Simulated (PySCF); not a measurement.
# MoCl6 (-2): ligand-field states

What do calculations give for the ligand-field states of MoCl6 (-2)?

Programs: PySCF 2.14.0, with routines of our own; each step states its level. All values are computed. Atoms count from 0.

## 1. The system as given

7 atoms, charge -2, states of the metal's open shell are computed; geometry from: model geometry, bond lengths from ionic radii.

## 2. Ligand-field states: state-averaged CASSCF in water

Job settings and geometry (Å):

```
{"job": {"kind": "lf", "basis": {"metal": "x2c-TZVPall", "ligand": "x2c-SVPall"}, "nevpt": true, "solvent": "water"}, "charge": -2, "metal": "Mo", "open_shell": "d2"}
Mo     0.000000     0.000000     0.000000
Cl     0.000000     0.000000     2.360000
Cl     0.000000     0.000000    -2.360000
Cl     2.360000     0.000000     0.000000
Cl    -2.360000     0.000000     0.000000
Cl     0.000000     2.360000     0.000000
Cl    -0.000000    -2.360000     0.000000
```

Method: state-averaged CASSCF of the metal d shell, SC-NEVPT2 on the averaged canonical orbitals, state-interaction spin-orbit coupling.

The run is started by

```bash
$ OMP_NUM_THREADS=1 python lf_run.py task.json out
```

This one command runs all jobs of the session in turn.

The program printed (excerpt; [...] marks lines left out):

```text
basis functions 171, electrons 146, active (2e, 5o)
stage 1: DIIS on the effective Fock matrix, level shift 0.30
cycle   1  E = -6808.9078620346  dE = -6.809e+03  max|g| = 1.436e+00
cycle   2  E = -6808.4902385002  dE =  4.176e-01  max|g| = 1.267e+00
cycle   3  E = -6810.3813975871  dE = -1.891e+00  max|g| = 7.743e-01
cycle   4  E = -6810.8618353430  dE = -4.804e-01  max|g| = 6.088e-01
cycle   5  E = -6811.0077070425  dE = -1.459e-01  max|g| = 4.594e-01
cycle   6  E = -6811.1535857099  dE = -1.459e-01  max|g| = 1.140e-01
cycle   7  E = -6811.1732847612  dE = -1.970e-02  max|g| = 3.129e-02
cycle   8  E = -6811.1766040211  dE = -3.319e-03  max|g| = 1.887e-02
cycle   9  E = -6811.1774201941  dE = -8.162e-04  max|g| = 1.521e-02
cycle  10  E = -6811.1776112132  dE = -1.910e-04  max|g| = 8.696e-03
[... 15 cycles left out ...]
cycle  26  E = -6811.1777552011  dE = -3.857e-09  max|g| = 8.153e-05
cycle  27  E = -6811.1777552035  dE = -2.432e-09  max|g| = 6.435e-05
cycle  28  E = -6811.1777552051  dE = -1.517e-09  max|g| = 5.074e-05
cycle  29  E = -6811.1777552060  dE = -9.404e-10  max|g| = 4.002e-05
cycle  30  E = -6811.1777552066  dE = -5.921e-10  max|g| = 3.153e-05
cycle  31  E = -6811.1777552070  dE = -3.683e-10  max|g| = 2.482e-05
cycle  32  E = -6811.1777552072  dE = -2.246e-10  max|g| = 1.953e-05
cycle  33  E = -6811.1777552073  dE = -1.437e-10  max|g| = 1.537e-05
cycle  34  E = -6811.1777552074  dE = -8.549e-11  max|g| = 1.201e-05
cycle  35  E = -6811.1777552075  dE = -5.730e-11  max|g| = 9.551e-06
converged average energy = -6811.1777552075

 mult deg   label        CASSCF/cm-1   NEVPT2/cm-1
   3   3   3T1g                0.0           0.0
   1   3   1T2g             9331.8        7878.4
   1   2   1Eg              9531.7        8032.1
   1   1   1A1g            21849.4       18228.2
   3   3   3T2g            24524.8       27190.2
   3   3   3T1g            32213.9       32409.8
   1   3   1T2g            33622.1       34402.1
   1   3   1T1g            36273.9       36471.8
   3   1   3A2g            50537.5       54990.5
   1   2   1Eg             59946.3       62024.2
   1   1   1A1g            70624.8       69303.2

spin-orbit levels / cm-1
      0.00  x2  3T1g 0.99
     22.55  x3  3T1g 1.00
    909.69  x3  3T1g 1.00
   1296.16  x1  3T1g 1.00
   8373.80  x3  1T2g 0.99
   8553.15  x2  1Eg 0.99
  18738.24  x1  1A1g 0.99
  27339.67  x1  3T2g 1.00
  27519.01  x3  3T2g 0.99
  27855.70  x3  3T2g 0.99
  27861.47  x2  3T2g 0.99
  32441.76  x1  3T1g 1.00
  32676.75  x3  3T1g 0.99
  33056.94  x3  3T1g 0.93 1T2g 0.07
  33211.35  x2  3T1g 0.99
  35038.78  x3  1T2g 0.93 3T1g 0.07
  37018.63  x3  1T1g 0.99
  55547.76  x3  3A2g 1.00
  62568.80  x2  1Eg 1.00
  69854.04  x1  1A1g 1.00
```

Run time: 29 s. Hardware: 1 thread of Arm Neoverse V1, shared host; peak memory 0.49 GiB.

Warnings kept with the result: strongly covalent, metal-shell active space is small for this complex.

In short:

| quantity | value |
| --- | --- |
| spin-orbit constant ζ | 660 cm⁻¹ |

Powder susceptibility:

```csv
T (K),χT (cm³ K/mol),μ(eff)
2,0.020,0.40
5,0.050,0.63
10,0.095,0.87
20,0.145,1.08
30,0.168,1.16
50,0.194,1.25
75,0.220,1.32
100,0.243,1.39
150,0.288,1.52
200,0.333,1.63
250,0.378,1.74
300,0.421,1.84
```

## 3. Ligand-field states: state-averaged CASSCF (bond length × 0.92) in water

Job settings and geometry (Å):

```
{"job": {"kind": "lf", "basis": {"metal": "x2c-TZVPall", "ligand": "x2c-SVPall"}, "nevpt": true, "solvent": "water", "reuse": true}, "charge": -2, "metal": "Mo", "open_shell": "d2"}
Mo     0.000000     0.000000     0.000000
Cl     0.000000     0.000000     2.171200
Cl     0.000000     0.000000    -2.171200
Cl     2.171200     0.000000     0.000000
Cl    -2.171200     0.000000     0.000000
Cl     0.000000     2.171200     0.000000
Cl    -0.000000    -2.171200     0.000000
```

Method: state-averaged CASSCF of the metal d shell, SC-NEVPT2 on the averaged canonical orbitals, state-interaction spin-orbit coupling.

The program printed:

```text
basis functions 171, electrons 146, active (2e, 5o)
start from the orbitals of the previous structure
stage 1: DIIS on the effective Fock matrix, level shift 0.30
cycle   1  E = -6803.2268795229  dE = -6.803e+03  max|g| = 1.183e+01
cycle   2  E = -6810.5483643331  dE = -7.321e+00  max|g| = 9.074e-01
cycle   3  E = -6810.8300529787  dE = -2.817e-01  max|g| = 4.024e-01
cycle   4  E = -6810.9933261119  dE = -1.633e-01  max|g| = 5.912e-02
cycle   5  E = -6810.9976997123  dE = -4.374e-03  max|g| = 3.257e-02
cycle   6  E = -6810.9991804096  dE = -1.481e-03  max|g| = 1.576e-02
cycle   7  E = -6810.9995190148  dE = -3.386e-04  max|g| = 9.179e-03
cycle   8  E = -6810.9996122439  dE = -9.323e-05  max|g| = 4.851e-03
cycle   9  E = -6810.9996404236  dE = -2.818e-05  max|g| = 2.447e-03
cycle  10  E = -6810.9996475241  dE = -7.100e-06  max|g| = 1.207e-03
cycle  11  E = -6810.9996492931  dE = -1.769e-06  max|g| = 5.752e-04
cycle  12  E = -6810.9996497273  dE = -4.342e-07  max|g| = 2.735e-04
cycle  13  E = -6810.9996498335  dE = -1.062e-07  max|g| = 1.619e-04
cycle  14  E = -6810.9996498611  dE = -2.758e-08  max|g| = 8.334e-05
cycle  15  E = -6810.9996498685  dE = -7.362e-09  max|g| = 4.654e-05
cycle  16  E = -6810.9996498704  dE = -1.890e-09  max|g| = 2.495e-05
cycle  17  E = -6810.9996498709  dE = -5.120e-10  max|g| = 1.325e-05
cycle  18  E = -6810.9996498710  dE = -1.364e-10  max|g| = 7.021e-06
converged average energy = -6810.9996498710

 mult deg   label        CASSCF/cm-1   NEVPT2/cm-1
   3   3   3T1g                0.0           0.0
   1   3   1T2g             8269.6        6906.4
   1   2   1Eg              8583.4        7081.7
   1   1   1A1g            20061.0       16096.9
   3   3   3T2g            35067.6       37102.9
   3   3   3T1g            42059.8       41667.3
   1   3   1T2g            42975.2       43303.2
   1   3   1T1g            45773.4       45249.5
   3   1   3A2g            71281.7       74669.3
   1   2   1Eg             80042.7       80968.0
   1   1   1A1g            89480.9       87146.1

spin-orbit levels / cm-1
      0.00  x2  3T1g 0.99
     12.41  x3  3T1g 1.00
    813.81  x3  3T1g 1.00
   1148.89  x1  3T1g 1.00
   7360.51  x3  1T2g 0.99
   7548.48  x2  1Eg 0.99
  16571.23  x1  1A1g 1.00
  37211.10  x1  3T2g 1.00
  37368.66  x3  3T2g 1.00
  37687.83  x2  3T2g 0.99
  37690.55  x3  3T2g 0.99
  41694.67  x1  3T1g 1.00
  41905.36  x3  3T1g 0.99
  42211.83  x3  3T1g 0.92 1T2g 0.08
  42376.96  x2  3T1g 0.99
  43890.61  x3  1T2g 0.92 3T1g 0.08
  45735.71  x3  1T1g 0.99
  75147.22  x3  3A2g 1.00
  81440.56  x2  1Eg 1.00
  87621.26  x1  1A1g 1.00
```

It took 16 s on 1 thread of Arm Neoverse V1, shared host; peak memory 0.49 GiB.

Warnings kept with the result: strongly covalent, metal-shell active space is small for this complex.

In short:

```
             quantity     value
spin-orbit constant ζ  622 cm⁻¹
```

Powder susceptibility:

```csv
T (K),χT (cm³ K/mol),μ(eff)
2,0.044,0.59
20,0.198,1.26
100,0.284,1.51
300,0.469,1.94
```

## 4. Ligand-field states: state-averaged CASSCF (bond length × 0.95) in water

Job settings and geometry (Å):

```
{"job": {"kind": "lf", "basis": {"metal": "x2c-TZVPall", "ligand": "x2c-SVPall"}, "nevpt": true, "solvent": "water", "reuse": true}, "charge": -2, "metal": "Mo", "open_shell": "d2"}
Mo     0.000000     0.000000     0.000000
Cl     0.000000     0.000000     2.242000
Cl     0.000000     0.000000    -2.242000
Cl     2.242000     0.000000     0.000000
Cl    -2.242000     0.000000     0.000000
Cl     0.000000     2.242000     0.000000
Cl    -0.000000    -2.242000     0.000000
```

Method: state-averaged CASSCF of the metal d shell, SC-NEVPT2 on the averaged canonical orbitals, state-interaction spin-orbit coupling.

The program printed:

```text
basis functions 171, electrons 146, active (2e, 5o)
start from the orbitals of the previous structure
stage 1: DIIS on the effective Fock matrix, level shift 0.30
cycle   1  E = -6809.3736494503  dE = -6.809e+03  max|g| = 5.915e+00
cycle   2  E = -6811.0314496567  dE = -1.658e+00  max|g| = 3.402e-01
cycle   3  E = -6811.0860060773  dE = -5.456e-02  max|g| = 6.667e-02
cycle   4  E = -6811.0892193881  dE = -3.213e-03  max|g| = 5.660e-02
cycle   5  E = -6811.0922614012  dE = -3.042e-03  max|g| = 2.333e-02
cycle   6  E = -6811.0927865695  dE = -5.252e-04  max|g| = 6.041e-03
cycle   7  E = -6811.0928384860  dE = -5.192e-05  max|g| = 3.672e-03
cycle   8  E = -6811.0928571415  dE = -1.866e-05  max|g| = 2.012e-03
cycle   9  E = -6811.0928621971  dE = -5.056e-06  max|g| = 1.052e-03
cycle  10  E = -6811.0928635744  dE = -1.377e-06  max|g| = 5.522e-04
cycle  11  E = -6811.0928639139  dE = -3.395e-07  max|g| = 2.794e-04
cycle  12  E = -6811.0928639982  dE = -8.434e-08  max|g| = 1.356e-04
cycle  13  E = -6811.0928640193  dE = -2.102e-08  max|g| = 6.400e-05
cycle  14  E = -6811.0928640245  dE = -5.213e-09  max|g| = 3.188e-05
cycle  15  E = -6811.0928640258  dE = -1.295e-09  max|g| = 1.681e-05
cycle  16  E = -6811.0928640261  dE = -3.383e-10  max|g| = 8.584e-06
converged average energy = -6811.0928640261

 mult deg   label        CASSCF/cm-1   NEVPT2/cm-1
   3   3   3T1g                0.0           0.0
   1   3   1T2g             8724.6        7320.0
   1   2   1Eg              8972.5        7477.5
   1   1   1A1g            20872.6       17022.4
   3   3   3T2g            30656.5       33013.2
   3   3   3T1g            37955.5       37874.4
   1   3   1T2g            39099.4       39666.4
   1   3   1T1g            41840.5       41675.0
   3   1   3A2g            62583.7       66559.8
   1   2   1Eg             71671.1       73223.1
   1   1   1A1g            81635.9       79914.9

spin-orbit levels / cm-1
      0.00  x2  3T1g 0.99
     15.90  x3  3T1g 1.00
    852.07  x3  3T1g 1.00
   1207.50  x1  3T1g 1.00
   7791.59  x3  1T2g 0.99
   7965.81  x2  1Eg 0.99
  17512.44  x1  1A1g 1.00
  33136.51  x1  3T2g 1.00
  33302.22  x3  3T2g 1.00
  33631.69  x3  3T2g 0.99
  33631.96  x2  3T2g 0.99
  37902.13  x1  3T1g 1.00
  38123.54  x3  3T1g 0.99
  38459.34  x3  3T1g 0.92 1T2g 0.07
  38619.54  x2  3T1g 0.99
  40272.85  x3  1T2g 0.93 3T1g 0.07
  42184.71  x3  1T1g 0.99
  67067.83  x3  3A2g 1.00
  73723.47  x2  1Eg 1.00
  80418.98  x1  1A1g 1.00
```

It took 17 s on 1 thread of Arm Neoverse V1, shared host; peak memory 0.49 GiB.

Warnings kept with the result: strongly covalent, metal-shell active space is small for this complex.

Key values:

```csv
quantity,value
spin-orbit constant ζ,640 cm⁻¹
```

Powder susceptibility:

```
T (K)  χT (cm³ K/mol)  μ(eff)
    2           0.032    0.50
   20           0.178    1.19
  100           0.268    1.46
  300           0.450    1.90
```

## 5. Ligand-field states: state-averaged CASSCF (bond length × 0.98) in water

Job settings and geometry (Å):

```
{"job": {"kind": "lf", "basis": {"metal": "x2c-TZVPall", "ligand": "x2c-SVPall"}, "nevpt": true, "solvent": "water", "reuse": true}, "charge": -2, "metal": "Mo", "open_shell": "d2"}
Mo     0.000000     0.000000     0.000000
Cl     0.000000     0.000000     2.312800
Cl     0.000000     0.000000    -2.312800
Cl     2.312800     0.000000     0.000000
Cl    -2.312800     0.000000     0.000000
Cl     0.000000     2.312800     0.000000
Cl    -0.000000    -2.312800     0.000000
```

Level: state-averaged CASSCF of the metal d shell, SC-NEVPT2 on the averaged canonical orbitals, state-interaction spin-orbit coupling.

The program printed:

```text
basis functions 171, electrons 146, active (2e, 5o)
start from the orbitals of the previous structure
stage 1: DIIS on the effective Fock matrix, level shift 0.30
cycle   1  E = -6809.9784662939  dE = -6.810e+03  max|g| = 4.507e+00
cycle   2  E = -6811.1078950639  dE = -1.129e+00  max|g| = 2.764e-01
cycle   3  E = -6811.1467350546  dE = -3.884e-02  max|g| = 5.627e-02
cycle   4  E = -6811.1483061212  dE = -1.571e-03  max|g| = 7.041e-02
cycle   5  E = -6811.1517137540  dE = -3.408e-03  max|g| = 3.211e-02
cycle   6  E = -6811.1526558261  dE = -9.421e-04  max|g| = 6.344e-03
cycle   7  E = -6811.1527158614  dE = -6.004e-05  max|g| = 3.875e-03
cycle   8  E = -6811.1527333519  dE = -1.749e-05  max|g| = 2.154e-03
cycle   9  E = -6811.1527381632  dE = -4.811e-06  max|g| = 1.117e-03
cycle  10  E = -6811.1527396763  dE = -1.513e-06  max|g| = 5.806e-04
cycle  11  E = -6811.1527401168  dE = -4.405e-07  max|g| = 2.930e-04
cycle  12  E = -6811.1527402222  dE = -1.054e-07  max|g| = 1.417e-04
cycle  13  E = -6811.1527402475  dE = -2.534e-08  max|g| = 6.688e-05
cycle  14  E = -6811.1527402536  dE = -6.115e-09  max|g| = 3.129e-05
cycle  15  E = -6811.1527402555  dE = -1.854e-09  max|g| = 1.767e-05
cycle  16  E = -6811.1527402560  dE = -5.111e-10  max|g| = 9.816e-06
converged average energy = -6811.1527402560

 mult deg   label        CASSCF/cm-1   NEVPT2/cm-1
   3   3   3T1g                0.0           0.0
   1   3   1T2g             9108.5        7671.7
   1   2   1Eg              9320.4        7824.3
   1   1   1A1g            21509.2       17790.5
   3   3   3T2g            26795.6       29356.7
   3   3   3T1g            34343.1       34454.7
   1   3   1T2g            35660.2       36369.9
   1   3   1T1g            38347.0       38424.6
   3   1   3A2g            54992.3       59295.2
   1   2   1Eg             64297.4       66209.0
   1   1   1A1g            74706.3       73285.8

spin-orbit levels / cm-1
      0.00  x2  3T1g 0.99
     19.76  x3  3T1g 1.00
    887.47  x3  3T1g 1.00
   1261.90  x1  3T1g 1.00
   8158.41  x3  1T2g 0.99
   8332.68  x2  1Eg 0.99
  18293.58  x1  1A1g 0.99
  29495.62  x1  3T2g 1.00
  29669.41  x3  3T2g 0.99
  30004.00  x3  3T2g 0.99
  30007.50  x2  3T2g 0.99
  34484.29  x1  3T1g 1.00
  34714.62  x3  3T1g 0.99
  35077.23  x3  3T1g 0.93 1T2g 0.07
  35234.06  x2  3T1g 0.99
  36995.12  x3  1T2g 0.93 3T1g 0.07
  38956.82  x3  1T1g 0.99
  59832.87  x3  3A2g 1.00
  66736.22  x2  1Eg 1.00
  73818.12  x1  1A1g 1.00
```

It took 17 s on 1 thread of Arm Neoverse V1, shared host; peak memory 0.49 GiB.

Warnings kept with the result: strongly covalent, metal-shell active space is small for this complex.

From this job:

| quantity | value |
| --- | --- |
| spin-orbit constant ζ | 653 cm⁻¹ |

Powder susceptibility:

```
T (K)  χT (cm³ K/mol)  μ(eff)
    2           0.024    0.44
   20           0.158    1.12
  100           0.253    1.42
  300           0.432    1.86
```

## 6. Ligand-field states: state-averaged CASSCF (bond length × 1.02) in water

Job settings and geometry (Å):

```
{"job": {"kind": "lf", "basis": {"metal": "x2c-TZVPall", "ligand": "x2c-SVPall"}, "nevpt": true, "solvent": "water", "reuse": true}, "charge": -2, "metal": "Mo", "open_shell": "d2"}
Mo     0.000000     0.000000     0.000000
Cl     0.000000     0.000000     2.407200
Cl     0.000000     0.000000    -2.407200
Cl     2.407200     0.000000     0.000000
Cl    -2.407200     0.000000     0.000000
Cl     0.000000     2.407200     0.000000
Cl    -0.000000    -2.407200     0.000000
```

Level: state-averaged CASSCF of the metal d shell, SC-NEVPT2 on the averaged canonical orbitals, state-interaction spin-orbit coupling.

The program printed (excerpt; [...] marks lines left out):

```text
basis functions 171, electrons 146, active (2e, 5o)
start from the orbitals of the previous structure
stage 1: DIIS on the effective Fock matrix, level shift 0.30
cycle   1  E = -6809.8564999566  dE = -6.810e+03  max|g| = 4.198e+00
cycle   2  E = -6811.1376629029  dE = -1.281e+00  max|g| = 2.700e-01
cycle   3  E = -6811.1843502349  dE = -4.669e-02  max|g| = 6.678e-02
cycle   4  E = -6811.1858609505  dE = -1.511e-03  max|g| = 8.967e-02
cycle   5  E = -6811.1908486930  dE = -4.988e-03  max|g| = 4.318e-02
cycle   6  E = -6811.1928688669  dE = -2.020e-03  max|g| = 1.007e-02
cycle   7  E = -6811.1930341345  dE = -1.653e-04  max|g| = 5.369e-03
cycle   8  E = -6811.1930632685  dE = -2.913e-05  max|g| = 2.972e-03
cycle   9  E = -6811.1930729013  dE = -9.633e-06  max|g| = 1.864e-03
cycle  10  E = -6811.1930768809  dE = -3.980e-06  max|g| = 1.328e-03
[... 9 cycles left out ...]
cycle  20  E = -6811.1930793323  dE = -1.151e-09  max|g| = 4.000e-05
cycle  21  E = -6811.1930793330  dE = -6.994e-10  max|g| = 3.744e-05
cycle  22  E = -6811.1930793335  dE = -4.738e-10  max|g| = 3.024e-05
cycle  23  E = -6811.1930793338  dE = -3.301e-10  max|g| = 2.675e-05
cycle  24  E = -6811.1930793340  dE = -2.246e-10  max|g| = 2.224e-05
cycle  25  E = -6811.1930793342  dE = -1.537e-10  max|g| = 1.849e-05
cycle  26  E = -6811.1930793343  dE = -1.073e-10  max|g| = 1.537e-05
cycle  27  E = -6811.1930793344  dE = -7.640e-11  max|g| = 1.278e-05
cycle  28  E = -6811.1930793344  dE = -4.820e-11  max|g| = 1.067e-05
cycle  29  E = -6811.1930793344  dE = -3.729e-11  max|g| = 8.902e-06
converged average energy = -6811.1930793344

 mult deg   label        CASSCF/cm-1   NEVPT2/cm-1
   3   3   3T1g                0.0           0.0
   1   3   1T2g             9532.5        8065.0
   1   2   1Eg              9727.9        8221.0
   1   1   1A1g            22130.7       18615.6
   3   3   3T2g            22485.8       25252.0
   3   3   3T1g            30300.3       30579.6
   1   3   1T2g            31783.7       32632.6
   1   3   1T1g            34400.8       34716.1
   3   1   3A2g            46546.4       51126.9
   1   2   1Eg             56033.4       58241.8
   1   1   1A1g            66966.9       65686.1

spin-orbit levels / cm-1
      0.00  x2  3T1g 0.99
     25.50  x3  3T1g 0.99
    930.85  x3  3T1g 1.00
   1328.87  x1  3T1g 1.00
   8568.00  x3  1T2g 0.99
   8754.15  x2  1Eg 0.99
  19130.97  x1  1A1g 0.99
  25412.23  x1  3T2g 1.00
  25597.36  x3  3T2g 0.99
  25935.17  x3  3T2g 0.99
  25943.30  x2  3T2g 0.99
  30614.97  x1  3T1g 0.99
  30853.33  x3  3T1g 1.00
  31250.08  x3  3T1g 0.93 1T2g 0.06
  31402.61  x2  3T1g 0.99
  33280.62  x3  1T2g 0.93 3T1g 0.06
  35277.07  x3  1T1g 0.99
  51703.67  x3  3A2g 1.00
  58803.37  x2  1Eg 1.00
  66255.19  x1  1A1g 1.00
```

Run time: 25 s. Hardware: 1 thread of Arm Neoverse V1, shared host; peak memory 0.49 GiB.

Warnings kept with the result: strongly covalent, metal-shell active space is small for this complex.

In short:

| quantity | value |
| --- | --- |
| spin-orbit constant ζ | 667 cm⁻¹ |

Powder susceptibility:

| T (K) | χT (cm³ K/mol) | μ(eff) |
| --- | --- | --- |
| 2 | 0.017 | 0.37 |
| 20 | 0.132 | 1.03 |
| 100 | 0.234 | 1.37 |
| 300 | 0.411 | 1.81 |

(Part 1 of 2 ends here.)
